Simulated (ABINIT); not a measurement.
Write the native input for ABINIT 10.8.3 (patched build) that does the following.

```
Task                : single point
Functional          : PBE
Potentials or basis : JTH PAW PBE v2.0
Cutoff              : 626 eV
k mesh              : 12 × 12 × 12
Occupations         : fermi-dirac, width 0.05 eV
Spin                : no spin polarisation
Fine-grid cutoff    : 1224.51 eV
```

Si2F:

```xyz
3
Lattice="1.3185 0.7612 6.4223 -1.3185 0.7612 6.4223 0.0000 -1.5225 6.4223" Properties=species:S:1:pos:R:3 pbc="T T T"
Si    0.0174   -0.0616   14.8166
Si   -0.0257   -0.0309    4.4474
F    -0.0329   -0.0073   -0.0698
```

The cell was built by a generator and needn't be a form met in nature.

The cell isn't the ideal one: atoms moved at random, drawn with an rms of 0.05 Å.

One way to write it, as run:

run.abi

```
# Pseudopotentials
pp_dirpath "./"
pseudos "Si.GGA_PBE-JTH.xml, F.GGA_PBE-JTH.xml"

# Structure
acell 12.4728096747 12.4728096747 12.4728087269
rprim
     0.1997598108     0.1153321710     0.9730336625
    -0.1997598108     0.1153321710     0.9730336625
     0.0000000000    -0.2306628444     0.9730337364
ntypat 2
znucl 14 9
natom 3
typat 1 1 2
xred
     0.7621350000     0.7489050000     0.7960000000
     0.2143010000     0.2338250000     0.2443650000
    -0.0177160000     0.0072680000    -0.0004260000
chkprim 0
chksymtnons 0
tolsym 1.0e-6

# Plane-wave basis
ecut 23.0
pawecutdg 45.0
pawxcdev 0

# k points
kptopt 1
ngkpt 12 12 12
nshiftk 1
shiftk 0.0 0.0 0.0

# Exchange and correlation
ixc 11

# Bands and occupations
nband 12
occopt 3
tsmear 0.05 eV

# SCF cycle
nstep 100
tolvrs 1.0e-9

# Output
iomode 3
prtwf 0
prtden 0
prteig 0
prtebands 0
```

Potentials or basis: JTH PAW PBE v2.0.

Command:

```console
$ abinit run.abi > log 2>&1
```

Results of the run:

* Pressure: 0.1 GPa
* Largest force: 0.246 eV/Å
* Band gap on the k mesh: none (metal or under the smearing width)
* Valence electrons inside the program's atomic spheres: Si 1.42; F 5.62

Caveat: an odd number of electrons without spin polarisation forces a metal; a magnetic or distorted state may lie lower.

It took 40 min on 1 thread of Arm Neoverse V1 (shared host), peak memory 0.61 GiB.
